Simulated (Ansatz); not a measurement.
# WC: the cost of one run

Program: Ansatz 0.2.0. Level of theory: DFT, PBE, plane-wave PAW, default files, scalar-relativistic, as far as a step names no other. These are calculated values, not measurements.

## Step 1: The system as given

It takes space group P-6m2 (No. 187, hexagonal). Conventional cell: a = 2.898 Å, b = 2.898 Å, c = 2.831 Å, α = 90.00°, β = 90.00°, γ = 120.00°. Around W (site symmetry -6m2) lie 6 C at 2.19 Å. C (site symmetry -6m2) is surrounded by 6 W at 2.19 Å.

Structure file:

```
CELL_PARAMETERS angstrom
2.89820 0.00000 0.00000
-1.44910 2.50991 0.00000
0.00000 0.00000 2.83140
ATOMIC_POSITIONS crystal
W 0.00000 0.00000 0.00000
C 0.66667 0.33333 0.50000
```

The earlier run gave: no gap over 0.1 eV on the mesh, largest force 0.000 eV/Å, pressure 8.6 GPa.

Like atoms gathered into sites:

```tsv
site	atoms	first shell	V_zz (10²¹ V/m²)	η	C_Q (MHz)
W	1	6 C at 2.19 Å	-13.76	0.00	–
C	2	6 W at 2.19 Å	0.086	0.00	–
```

V_zz is the principal component of the electric field gradient with the largest magnitude, η = (V_xx − V_yy)/V_zz and C_Q = eQV_zz/h. Nuclear quadrupole moments: year-2017 set (Pyykkö). A dash under C_Q marks elements without a common quadrupolar isotope.

## Step 2: Ions relaxed at fixed cell

input.yaml

```yaml
crystal:
  lattice:
    - [2.8982, 0.0, 0.0]
    - [-1.4491, 2.5099148252, 0.0]
    - [0.0, 0.0, 2.8314]
  atoms:
    - { symbol: W, position: [0.0, 0.0, 0.0], spin: 2.0 }
    - { symbol: C, position: [0.6666666667, 0.3333333333, 0.5] }
magnetization:
  spin_polarized: true
kpoints:
  mp_grid: { grid: [18, 18, 16] }
scf:
  occupations: { method: fermi_dirac, width: 0.05 }
hamiltonian:
  xc: pbe
  pseudopotentials: { kind: paw }
output:
  forces: true
  stress: true
  populations: true
  efg: { contact_densities: true }
relax:
  f_tol: 0.02
  max_steps: 60
```

Launch:

```
ansatz run input.yaml --threads 1 --pin off --max-ram 3072MiB --backend cpu --events-out ev --progress --plain --runs-dir out
```

What time and memory should one allow on 1 thread of Intel Xeon 6975P-C (Granite Rapids), shared host?

About 18 s, with a peak of 0.63 GiB.
